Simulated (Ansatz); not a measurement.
# NiAgO2: the cost of one run

Program: Ansatz 0.2.0 through its Python package. The levels of theory stand in the script. These are calculated values, not measurements.

## 1. The structure

The structure is hexagonal, space group P6_3/mmc (No. 194). The conventional cell has a = 2.999 Å, b = 2.999 Å, c = 12.315 Å, α = 90.00°, β = 90.00°, γ = 120.00°. Around Ni (site symmetry -3m) lie 6 O at 2.00 Å. Ag (site symmetry -6m2) is surrounded by 2 O at 2.07 Å. O (site symmetry 3m) is surrounded by 3 Ni at 2.00 Å and 1 Ag at 2.07 Å.

The script holds or builds the structure itself.

## 2. Script

lattice_niago2.py reads:

```python
import ansatz
import numpy as np

def edges_and_angles(cell):
    cell = np.asarray(cell)
    a, b, c = np.linalg.norm(cell, axis=1)
    cosines = cell[1] @ cell[2] / (b * c), cell[0] @ cell[2] / (a * c), cell[0] @ cell[1] / (a * b)
    return (a, b, c, *np.degrees(np.arccos(cosines)))

lattice = ansatz.Lattice.of(
    (2.999163, 0.0, 0.0),
    (-1.499581, 2.597351, 0.0),
    (0.0, 0.0, 12.315127),
)
sites = [
    ("Ni", (0.0, 0.0, 0.5)),
    ("Ni", (0.0, 0.0, 0.0)),
    ("Ag", (2 / 3, 1 / 3, 0.75)),
    ("Ag", (1 / 3, 2 / 3, 0.25)),
    ("O", (1 / 3, 2 / 3, 0.418062)),
    ("O", (2 / 3, 1 / 3, 0.918062)),
    ("O", (2 / 3, 1 / 3, 0.581938)),
    ("O", (1 / 3, 2 / 3, 0.081938)),
]
xtal = ansatz.Crystal(lattice=lattice)
for symbol, position in sites:
    xtal = xtal.atom(symbol, position)
xtal = xtal.moments(Ni=1.5)

base = (
    xtal.calculation()
    .basis(510)
    .occupations("fermi_dirac", width=0.05)
    .kpoints(10, 10, 3)
    .spin(ansatz.SpinTreatment.COLLINEAR)
    .relax(cell=True, force_tolerance=0.05)
)

levels = [("pbesol", "d3bj"), ("lda", "none"), ("pbesol", "none")]
print("level            a       b       c    alpha   beta  gamma  V/atom  steps")
for name, dispersion in levels:
    seen = []
    run = base.functional(name, dispersion=dispersion).session().plan()
    out = run.execute(on_event=lambda e: seen.append(e) if e["event"] == "relax_step" else None)
    cell = out.lattice.cell_ang
    label = name if dispersion == "none" else f"{name}+{dispersion}"
    print("{:13s} {:7.4f} {:7.4f} {:7.4f} {:6.2f} {:6.2f} {:6.2f}".format(label, *edges_and_angles(cell)), f"{abs(np.linalg.det(cell)) / len(out.lattice.sites):7.3f} {len(seen):5d}")
```

## 3. The input behind the calls

The package turns the script's settings into the engine's input (first run):

```yaml
crystal:
  lattice:
    - [2.999163, 0.0, 0.0]
    - [-1.499581, 2.597351, 0.0]
    - [0.0, 0.0, 12.315127]
  atoms:
    - { symbol: Ni, position: [0.0, 0.0, 0.5] }
    - { symbol: Ni, position: [0.0, 0.0, 0.0] }
    - { symbol: Ag, position: [0.6666666666666666, 0.3333333333333333, 0.75] }
    - { symbol: Ag, position: [0.3333333333333333, 0.6666666666666666, 0.25] }
    - { symbol: O, position: [0.3333333333333333, 0.6666666666666666, 0.418062] }
    - { symbol: O, position: [0.6666666666666666, 0.3333333333333333, 0.918062] }
    - { symbol: O, position: [0.6666666666666666, 0.3333333333333333, 0.581938] }
    - { symbol: O, position: [0.3333333333333333, 0.6666666666666666, 0.081938] }
basis:
  ecutwfc: 510.0
kpoints:
  mp_grid:
    grid: [10, 10, 3]
hamiltonian:
  xc: pbesol
  dispersion: d3bj
magnetization:
  spin_polarized: true
  per_species:
    Ni: 1.5
scf:
  occupations:
    method: fermi_dirac
    width: 0.05
relax:
  f_tol: 0.05
  cell: {}
```

## 4. The run

Command:

```bash
$ python lattice_niago2.py
```

Q: Estimate wall time and peak memory on 1 thread of Arm Neoverse V1, shared host.

About 11 min, with a peak of 0.73 GiB.
